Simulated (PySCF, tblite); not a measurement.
**C₅H₇F₂OS radical: geometry, infrared bands and EPR parameters**

Wanted: the infrared bands and EPR parameters of C₅H₇F₂OS radical (`O=[S@]1[C@@H](F)C[CH][C@H]1CF`), by calculation.

Programs: tblite 0.8.0 and PySCF 2.14.0, with density-fitted response routines of our own. Each step states its level of theory. These are calculated values for one molecule in the gas phase, unless marked as measured. Atoms are numbered from 0 throughout.

## 1. Starting geometry

16 atoms, charge 0, multiplicity 2; geometry from: force field or distance geometry start.

Bonds of the start (Å): O0–S1 1.50, S1–C2 1.79, C2–C3 1.53, C3–F4 1.38, C2–C5 1.50, C5–C6 1.48, C6–C7 1.49, C7–F8 1.38, C7–S1 1.80, C2–H9 1.09, C3–H10 1.12, C3–H11 1.12, C5–H12 1.10, C6–H13 1.12, C6–H14 1.13, C7–H15 1.12.

## 2. Relaxing the molecule with GFN2-xTB

What the job is given:

```
{"job": {"kind": "relax", "xc": "GFN2-xTB", "basis": "xTB"}, "charge": 0, "multiplicity": 2}
O     -0.256900    -2.087400    -0.858200
S      0.228300    -1.346100     0.350600
C     -0.798400     0.085400     0.651500
C     -2.123800    -0.156500    -0.083100
F     -2.745100    -1.285300     0.402000
C     -0.032100     1.137100    -0.096200
C      1.418700     0.940600     0.107400
C      1.784200    -0.505600     0.031200
F      2.325100    -0.909400    -1.175100
H     -0.930400     0.243100     1.721500
H     -2.747000     0.759800     0.088100
H     -1.944000    -0.231400    -1.182100
H     -0.353700     1.222400    -1.139800
H      1.766100     1.437300     1.045600
H      1.931900     1.446200    -0.757700
H      2.469500    -0.741300     0.883100
```

The run is started by

```bash
> OMP_NUM_THREADS=1 python probes_run.py task.json out
```

One launch serves the whole session: the jobs run in the order shown.

**Question.** This job is followed by: GFN2-xTB harmonic vibrations, gas phase; UKS B3LYP, pcH-1 on C F H O S, non-relativistic, mean-field spin-orbit, GIAO. What will the session give for the following? strongest single infrared mode (GFN2-xTB); zero-point energy (GFN2-xTB); g(iso) (B3LYP); ⟨S²⟩; largest a(iso); potential on the surface of density 0.002 e/bohr³, 1st and 99th percentile.

**Answer**, as computed:

| quantity | value |
| --- | --- |
| strongest single infrared mode (GFN2-xTB) | 1160 cm⁻¹, 261 km/mol |
| zero-point energy (GFN2-xTB) | 70.2 kcal/mol |
| g(iso) (B3LYP) | 2.00400 |
| ⟨S²⟩ | 0.763 (exact 0.75) |
| largest a(iso) | 13C on C5, 108.0 MHz |
| potential on the surface of density 0.002 e/bohr³, 1st and 99th percentile | -1.85 V and 1.84 V |

In words: Over 66 steps the energy fell by 1.031 eV; of the close pairs, S1–C2 changed most, 1.787 to 2.039 Å. No mode is imaginary among the 42: a minimum at this level. The strongest single mode, at 1160 cm⁻¹, moves mainly O0 and S1. GFN2-xTB is a fitted tight-binding method: band positions and strengths are rough. Its intensities can rank the bands wrongly. C5 carries the largest spin population, 0.86 e. The isotropic g lies 1.7 ppt above the free-electron value. These values are for one conformer; the search (at its own cheap level) found 2 more, at 0.43, 0.92 kcal/mol, and measured spectra average over such forms.
